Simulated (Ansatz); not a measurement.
# Si3Ge3H14: up Jacob's ladder to CCSD(T)

An exercise on one series of results from a longer session: the logs are not shown, and one member is left open.

Method: functionals in def2-TZVPP, the program's frozen cores in correlated methods; program: Ansatz 0.2.0, Gaussian basis.

Levels to be run: LDA (SPW92), PBE-D4, revPBE-D4, BLYP-D4, r2SCAN-D4, B97M-V, PBE0-D4, B3LYP-D4, r2SCANh-D4, r2SCAN0-D4, HSE06-D4, BHLYP-D4, CAM-B3LYP-D4, LC-ωPBE, ωB97X-V, ωB97M-V, B2PLYP, PBE-QIDH; CCSD(T)/def2-SVP; CCSD(T)/def2-TZVPP; MP2/def2-QZVPP; extrapolation to the limit; RPA on PBE.

## Structure used throughout

An earlier PBE0-D4 in a triple-zeta def2 set relaxation fixed the geometry.

20 atoms, charge 0, spin multiplicity 1.

Atoms are counted from 1 here; the program's logs count them from 0.

Bond lengths: Si1–Ge2 2.380 Å, Si1–H7 1.486 Å, Si1–H8 1.486 Å, Si1–H9 1.487 Å, Ge2–Si3 2.383 Å, Ge2–H10 1.542 Å, Ge2–H11 1.542 Å, Si3–Ge4 2.381 Å, Si3–H12 1.489 Å, Si3–H13 1.489 Å, Ge4–Si5 2.380 Å, Ge4–H14 1.541 Å, Ge4–H15 1.541 Å, Si5–Ge6 2.379 Å, Si5–H16 1.489 Å, Si5–H17 1.488 Å, Ge6–H18 1.539 Å, Ge6–H19 1.538 Å and more. Angles: Ge2–Si1–H7 110.9°, Ge2–Si1–H8 109.8°, Ge2–Si1–H9 109.8°, H7–Si1–H8 108.8°, H7–Si1–H9 108.6°, H8–Si1–H9 108.9°, Si1–Ge2–Si3 113.5°, Si1–Ge2–H10 108.1°, Si1–Ge2–H11 109.4°, Si3–Ge2–H10 109.3°, Si3–Ge2–H11 109.1°, H10–Ge2–H11 107.2°, Ge2–Si3–Ge4 110.7°, Ge2–Si3–H12 109.3°, Ge2–Si3–H13 109.5°, Ge4–Si3–H12 109.3°, Ge4–Si3–H13 109.9°, H12–Si3–H13 108.1° and more.

Set-up of the first run:

File in.yaml:

```yaml
crystal:
  periodic: [false, false, false]
  atoms:
    - {symbol: Si, position_ang: [-1.972460, 1.878898, 0.277226]}
    - {symbol: Ge, position_ang: [-1.557262, 0.218960, 1.932156]}
    - {symbol: Si, position_ang: [0.712843, -0.501034, 2.008312]}
    - {symbol: Ge, position_ang: [1.141473, -2.115296, 0.311935]}
    - {symbol: Si, position_ang: [0.442648, -1.274772, -1.801672]}
    - {symbol: Ge, position_ang: [1.425329, 0.862403, -2.159222]}
    - {symbol: H, position_ang: [-1.744903, 1.335061, -1.087084]}
    - {symbol: H, position_ang: [-1.066860, 3.038527, 0.488735]}
    - {symbol: H, position_ang: [-3.382112, 2.343743, 0.373388]}
    - {symbol: H, position_ang: [-1.952963, 0.799724, 3.304868]}
    - {symbol: H, position_ang: [-2.464549, -1.000508, 1.673926]}
    - {symbol: H, position_ang: [1.608043, 0.671950, 1.808612]}
    - {symbol: H, position_ang: [1.005876, -1.083909, 3.347339]}
    - {symbol: H, position_ang: [2.647219, -2.440407, 0.264607]}
    - {symbol: H, position_ang: [0.385932, -3.416315, 0.644433]}
    - {symbol: H, position_ang: [0.838062, -2.200329, -2.898908]}
    - {symbol: H, position_ang: [-1.040860, -1.154259, -1.804674]}
    - {symbol: H, position_ang: [2.943739, 0.710767, -2.355622]}
    - {symbol: H, position_ang: [0.836624, 1.563380, -3.394677]}
    - {symbol: H, position_ang: [1.194180, 1.763415, -0.933667]}
basis:
  gaussian: {orbitals: def2-TZVPP}
hamiltonian: {xc: lda}
output: {orbitals: {seedname: orbitals}}
```

Steps of the session up to this table: LDA; PBE-D4 (GGA); revPBE-D4 (GGA); BLYP-D4 (GGA); r2SCAN-D4 (meta-GGA); B97M-V (meta-GGA); PBE0-D4 (hybrid); B3LYP-D4 (hybrid); r2SCANh-D4 (hybrid); r2SCAN0-D4 (hybrid); HSE06-D4 (hybrid); BHLYP-D4 (hybrid); CAM-B3LYP-D4 (range-separated); LC-ωPBE-D4 (range-separated; the results give it without D4); ωB97X-V (range-separated); ωB97M-V (range-separated); B2PLYP (double hybrid); PBE-QIDH (double hybrid).

One of the session's tables, all rows but one given; the rest of the session is left out.

It belongs to the step «Orbital energies across the functionals». 

| functional | HOMO (eV) | gap (eV) |
| --- | --- | --- |
| LDA (SPW92) | -6.85 | 5.46 |
| PBE-D4 | -6.75 | 5.53 |
| revPBE-D4 | -6.70 | 5.58 |
| BLYP-D4 | -6.57 | 5.54 |
| r2SCAN-D4 | -6.99 | 5.95 |
| B97M-V | -7.12 | 5.86 |
| PBE0-D4 | -7.74 | 7.28 |
| B3LYP-D4 | -7.53 | 6.94 |
| r2SCANh-D4 | -7.36 | 6.58 |
| r2SCAN0-D4 | -7.90 | 7.52 |
| HSE06-D4 | -7.36 | 6.54 |
| BHLYP-D4 | -8.60 | 9.06 |
| CAM-B3LYP-D4 | -8.90 | 9.52 |
| LC-ωPBE | -10.17 | 11.77 |
| ωB97X-V | -9.87 | 11.37 |
| ωB97M-V | ? | ? |

**Question.** Estimate the row for ωB97M-V.

As computed: HOMO (eV): -9.67; gap (eV): 10.89. In the column «HOMO (eV)» it lies between ωB97X-V (-9.87) and CAM-B3LYP-D4 (-8.90).
